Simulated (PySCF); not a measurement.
# C3H8AlBr: geometry, electronic excitations

Wanted: the electronic excitations of C3H8AlBr (`C[CH](C)[AlH][Br]`), by calculation.

Programs: PySCF 2.14.0, with density-fitted response routines of our own. Each step states its level of theory. These are calculated values for one molecule in the gas phase, unless marked as measured. Atoms count from 0, in the outputs and in this text.

## Step 1: The starting structure

13 atoms, charge 0, multiplicity 1; geometry from: GFN2-xTB. The atoms were then displaced at random by about 0.01 Å, so the start is not that level's minimum.

Bonds of the start (Å): C0–C1 1.54, C1–C2 1.55, C1–Al3 2.05, Al3–Br4 2.23, C0–H5 1.06, C0–H6 1.10, C0–H7 1.10, C1–H8 1.10, C2–H9 1.09, C2–H10 1.11, C2–H11 1.06, Al3–H12 1.51.

## Step 2: Optimising the geometry at PBE0-D3(BJ)/def2-SVP

Job settings and geometry (Å):

```
{"job": {"xc": "PBE0", "basis": "def2-SVP", "d3": "d3bj", "grid": 1, "shake": 0.01, "kind": "geom"}, "charge": 0, "multiplicity": 1}
C     -0.245260    -0.742340    -1.260940
C     -0.317230    -0.340510     0.226050
C     -0.983960     1.051200     0.365380
Al     1.558310    -0.367830     1.045780
Br     3.210040     0.940260     0.330600
H      0.096600    -1.731460    -1.397680
H      0.405440    -0.046590    -1.815190
H     -1.242790    -0.643550    -1.717690
H     -0.967770    -1.058850     0.755450
H     -0.343910     1.820650    -0.076940
H     -1.108080     1.307580     1.434540
H     -1.933710     1.077670    -0.106630
H      1.878140    -1.283110     2.206930
```

The run is started by

```bash
$ OMP_NUM_THREADS=1 python probes_run.py task.json out
```

This one command runs all jobs of the session in turn.

**Question.** This job is followed by: TDDFT PBE0/aug-cc-pVDZ, vertical, gas phase, core orbitals frozen in the response; TDDFT PBE0/def2-TZVPD, vertical, gas phase, core orbitals frozen in the response. What will the session give for the following? rotational constants (main isotopes); lowest singlet (PBE0/aug-cc-pVDZ); brightest single state of those computed; lowest triplet; range of the lowest singlet.

The runs gave:

| quantity | value |
| --- | --- |
| rotational constants (main isotopes) | 4.23, 1.15, 1.12 GHz |
| lowest singlet (PBE0/aug-cc-pVDZ) | 4.67 eV (266 nm), f = 0.001 |
| brightest single state of those computed | state 7, 6.90 eV, f = 0.170 |
| lowest triplet | 4.35 eV |
| range of the lowest singlet | 4.67 to 4.71 eV |

Relaxing lowered the energy by 0.226 eV in 7 steps; the close pair that moved most is C1–Al3, from 2.047 to 1.965 Å. The lowest singlet, at 4.67 eV, is HOMO→LUMO 0.99 and is dark; of the 10 states computed, the strongest absorption comes from state 7 at 6.90 eV. The lowest triplet lies 0.32 eV below the lowest singlet (triplets in Tamm-Dancoff, singlets in full TDDFT). The lowest singlet runs from 4.67 eV (PBE0/aug-cc-pVDZ) to 4.71 eV (PBE0/def2-TZVPD), while the orbital gap spans 6.02 to 6.08 eV. The lowest state need not be the same one in every run.
